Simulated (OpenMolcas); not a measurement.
# Ru⁴⁺ among point charges: CASSCF and CASPT2 levels and susceptibility

Aim: the splitting of the states of Ru⁴⁺ in the field of 2 point charges, its lowest levels with spin-orbit coupling and its magnetic susceptibility.

The numbers are computed with OpenMolcas 26.06 (state-averaged CASSCF and CASPT2, spin-orbit coupling by RASSI with atomic mean-field integrals), except any that are marked as measured or tabulated.

## 1. The atom as given

| Item | Value |
| --- | --- |
| Species | Ru⁴⁺ (ruthenium, Z = 44, 40 electrons) |
| Basis | ANO-RCC-VDZP [6s5p3d1f], 43 functions |
| Scalar Hamiltonian | DKH2, point nucleus |
| Inactive shells | 1s 2s 2p 3s 3p 3d 4s 4p |
| Active space | 4 electrons in 5 orbitals (4d) |
| Some configurations of this space | 4d⁴ |
| Orbitals | optimised for each spin and parity, averaged over all roots |

Outer shells as boxes (Hund's rule):

4d4
```
4d [↑ ][↑ ][↑ ][↑ ][  ]
```

The ion sits among 2 point charges of -2 e arranged as a linear pair (D∞h), 2.15 Å from the ion.

Each step is its own input file, run in one work folder so that later steps find the files of earlier ones. Labels, J, g values, rates, χT and fits are worked out afterwards by a script from the matrices that RASSI stores. The input lists half of the charges; inversion (Group=XYZ) makes the rest.

## 2. GATEWAY and SEWARD: basis and integrals

Input file a.inp:

```
&GATEWAY
Coord
1

Ru 0.0 0.0 0.0
Basis=ANO-RCC-VDZP
Group=XYZ
NoMove
AngMom=0.0 0.0 0.0
AMFI
XField
1 Angstrom 0
0.000000 0.000000 2.150000 -2.000000
&SEWARD
```

## 3. Reference wave functions, quintets of even parity, 5 roots

Input file a.inp:

```
&RASSCF
FileOrb=start.orb
Symmetry=1
Spin=5
nActEl=4 0 0
Inactive=9 9
Ras2=5 0
CIRoot=5 5 1
SDav=5
CIMx=300
Iter=120 100
PrWF=0.3
OrbListing=Nothing
MaxOrb=0
>>> COPY $Project.JobIph JOB001
```

start.orb holds the contracted functions of the basis, ordered by shell, or the orbitals of the step before.

## 4. Reference wave functions, triplets of even parity, 45 roots

Input file a.inp:

```
&RASSCF
FileOrb=start.orb
Symmetry=1
Spin=3
nActEl=4 0 0
Inactive=9 9
Ras2=5 0
CIRoot=45 45 1
SDav=45
CIMx=300
Iter=120 100
PrWF=0.3
OrbListing=Nothing
MaxOrb=0
>>> COPY $Project.JobIph JOB002
```

## 5. Reference wave functions, singlets of even parity, 50 roots

Input file a.inp:

```
&RASSCF
FileOrb=start.orb
Symmetry=1
Spin=1
nActEl=4 0 0
Inactive=9 9
Ras2=5 0
CIRoot=50 50 1
SDav=50
CIMx=300
Iter=120 100
PrWF=0.3
OrbListing=Nothing
MaxOrb=0
>>> COPY $Project.JobIph JOB003
```

## 6. State interaction with spin-orbit coupling

Input file a.inp:

```
&RASSI
NrOfJobIphs=3 5 45 50
1 2 3 4 5
1 2 3 4 5 6 7 8 9 10 11 12 13 14 15 16 17 18 19 20 21 22 23 24 25 26 27
28 29 30 31 32 33 34 35 36 37 38 39 40 41 42 43 44 45
1 2 3 4 5 6 7 8 9 10 11 12 13 14 15 16 17 18 19 20 21 22 23 24 25 26 27
28 29 30 31 32 33 34 35 36 37 38 39 40 41 42 43 44 45 46 47 48 49 50
IphNames
JOB001
JOB002
JOB003
EJob
SpinOrbit
DIPRint=1.0
SOCoupling=1000.0
Subsets=2
Property=9
'ANGMOM' 1 'ANGMOM' 2 'ANGMOM' 3 'MLTPL  1' 1 'MLTPL  1' 2 'MLTPL  1' 3
'AMFI' 1 'AMFI' 2 'AMFI' 3
SOProperty=3
'ANGMOM' 1 'ANGMOM' 2 'ANGMOM' 3
```

## 7. CASPT2: IPEA 0.25, imaginary shift 0.1 (closed shells correlated: 4s 4p)

Input file a.inp:

```
>>> COPY JOB001 $Project.JobIph
&CASPT2
Multistate=5 1 2 3 4 5
NoMult
Frozen=8 6
IPEA=0.25
Imaginary=0.1
MaxIter=60
WThr=0.0 0.3 0.05
PrWF=0.5
NoMix
>>> COPY JOB002 $Project.JobIph
&CASPT2
Multistate=45 1 2 3 4 5 6 7 8 9 10 11 12 13 14 15 16 17 18 19 20 21 22
23 24 25 26 27 28 29 30 31 32 33 34 35 36 37 38 39 40 41 42 43 44 45
NoMult
Frozen=8 6
IPEA=0.25
Imaginary=0.1
MaxIter=60
WThr=0.0 0.3 0.05
PrWF=0.5
NoMix
>>> COPY JOB003 $Project.JobIph
&CASPT2
Multistate=50 1 2 3 4 5 6 7 8 9 10 11 12 13 14 15 16 17 18 19 20 21 22
23 24 25 26 27 28 29 30 31 32 33 34 35 36 37 38 39 40 41 42 43 44 45 46
47 48 49 50
NoMult
Frozen=8 6
IPEA=0.25
Imaginary=0.1
MaxIter=60
WThr=0.0 0.3 0.05
PrWF=0.5
NoMix
```

(Steps that only read results are left out.)

Q: Predict the outcome of this session. Wanted: spin-free ground state; first state of the same spin within the active space; lowest level; next level.

The runs gave:

| quantity | value |
| --- | --- |
| method | SS-CASPT2, IPEA 0.25, imaginary shift 0.1 (closed shells correlated: 4s 4p) |
| spin-free ground state | 5Sigma, 1-fold in its orbital part |
| first state of the same spin within the active space | 5Pi at 5260 cm⁻¹ |
| lowest level | 1-fold |
| next level | 113.9 cm⁻¹ |
| χT at 300 K | 2.06 cm³ K/mol |
| effective moment at 300 K | 4.06 μB |

Cost by method:

```csv
method,time of its own steps,time with the reference
A. CASSCF,19 s,19 s
"B. SS-CASPT2, IPEA 0.25, imaginary shift 0.1, +4s 4p",4.5 s,23 s
```

Times are of one thread on a shared host.

**Reading.** The spin-free ground state (5Sigma) comes to 100 % from free-ion D terms and keeps the highest spin of the shell. χT at 300 K is 2.06, against 3.01 cm³ K/mol for the spin alone, so spin-orbit coupling lowers it. An active space of the d shell alone favours high spin; real ions in strong fields can be low spin. CASPT2 does not keep the components of a term degenerate, and the means are used. The field of point charges can differ much from that of real complexes. With metal d orbitals alone active, the gaps between spin states are rough; where two lie within a few thousand cm-1, their order is open. This is an electrostatic model: the charges have no orbitals.
